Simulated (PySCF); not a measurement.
**[YbH3(NH3)]−: other functionals and bases at one geometry**

An exercise on one series of results from a longer session: the logs are not shown, and one member is left open.

Computed with PySCF 2.14.0. Level: several levels, as the steps say, no spin–orbit coupling.

1 further run of the same task is left out (for a known fault of the program).

### Where the work starts

8 atoms, charge -1, spin multiplicity 1.

Bond lengths: Yb1–H2 2.213 Å, Yb1–H3 2.213 Å, Yb1–H4 2.213 Å, Yb1–N5 2.536 Å, N5–H6 1.019 Å, N5–H7 1.019 Å, N5–H8 1.019 Å. Angles: H2–Yb1–H3 119.6°, H2–Yb1–H4 119.6°, H2–Yb1–N5 93.5°, H3–Yb1–H4 119.6°, H3–Yb1–N5 93.5°, H4–Yb1–N5 93.5°, Yb1–N5–H6 110.7°, Yb1–N5–H7 110.7°, Yb1–N5–H8 110.7°, H6–N5–H7 108.2°, H6–N5–H8 108.2°, H7–N5–H8 108.2°.

Geometry (Å):

```xyz
8
H6NYb
Yb    0.2341   -0.2341    0.2341
H     1.2147    1.4906    1.2147
H    -1.4906   -1.2147    1.2147
H     1.2147   -1.2147   -1.4906
N    -1.2303    1.2303   -1.2303
H    -1.8275    1.8275   -0.6607
H    -0.6607    1.8275   -1.8275
H    -1.8275    0.6607   -1.8275
```

Formal oxidation states: Yb +2. An earlier session relaxed this geometry at PBE0, Yb def2-SVP with ECP28, H def2-SVP, N def2-SVP (singlet, point group C3v).

At PBE0 on the finer grid: E = -1217.384993 Eh, HOMO 0.46 eV, LUMO 2.96 eV, Mulliken charge on Yb1 +0.18 e, largest force component 0.002 eV/Å. The highest filled level lies above zero; it isn't the detachment energy.

Levels to run: CAM-B3LYP; revPBE; PBE0, TZVP. Hardware: 2 threads of AMD EPYC 9R45 (Zen 5), shared host.

The first run:

File run.py (the lines that set the calculation):

```python
mol = gto.M(atom='''
Yb     0.23410    -0.23410     0.23410
H      1.21474     1.49057     1.21474
H     -1.49057    -1.21474     1.21474
H      1.21474    -1.21474    -1.49057
N     -1.23026     1.23026    -1.23026
H     -1.82752     1.82752    -0.66068
H     -0.66068     1.82752    -1.82752
H     -1.82752     0.66068    -1.82752''',
    basis={'Yb': 'def2-SVP', 'H': 'def2-SVP', 'N': 'def2-SVP'},
    ecp={'Yb': 'def2-SVP'},
    charge=-1, spin=0)
mf = dft.RKS(mol, xc='CAMB3LYP')
mf.grids.atom_grid = (75, 302)  # f atoms: unpruned, at least (60, 302)
mf = mf.density_fit()  # fitting sets: Yb def2-universal-JKFIT, H def2-universal-JKFIT, N def2-universal-JKFIT
mf.conv_tol = 1e-08; mf.max_cycle = 55
mf.kernel(dm0)  # dm0: the density of the relaxed state
```

On the command line:

```sh
OMP_NUM_THREADS=2 python run.py
```

Among the steps run: CAM-B3LYP; revPBE; PBE0, TZVP.

One table of the session follows, with a row left open; its other results are not shown here.

| level | gap (eV) | charge on Yb1 (e) | dipole (D) | largest force component (eV/Å) |
| --- | --- | --- | --- | --- |
| PBE0 (relaxed here) | 2.50 | 0.18 | 5.18 | 0.00 |
| CAM-B3LYP | ? | ? | ? | ? |
| revPBE | 0.25 | 0.07 | 4.13 | 0.34 |
| PBE0, TZVP | 2.50 | 0.28 | 4.88 | 0.22 |

**Question.** Estimate the row for CAM-B3LYP.

The run gave: gap (eV): 4.48; charge on Yb1 (e): 0.19; dipole (D): 5.29; largest force component (eV/Å): 0.04. In the column «gap (eV)» it is the highest.

The dipole of a charged species depends on the origin, so these sizes hold for this origin alone.

In one basis the HOMO–LUMO gap runs from 0.25 eV (revPBE) to 4.48 eV (CAM-B3LYP). The largest leftover force, 0.34 eV/Å with revPBE, stands at a geometry relaxed at another level. Total energies of different levels can't be compared.
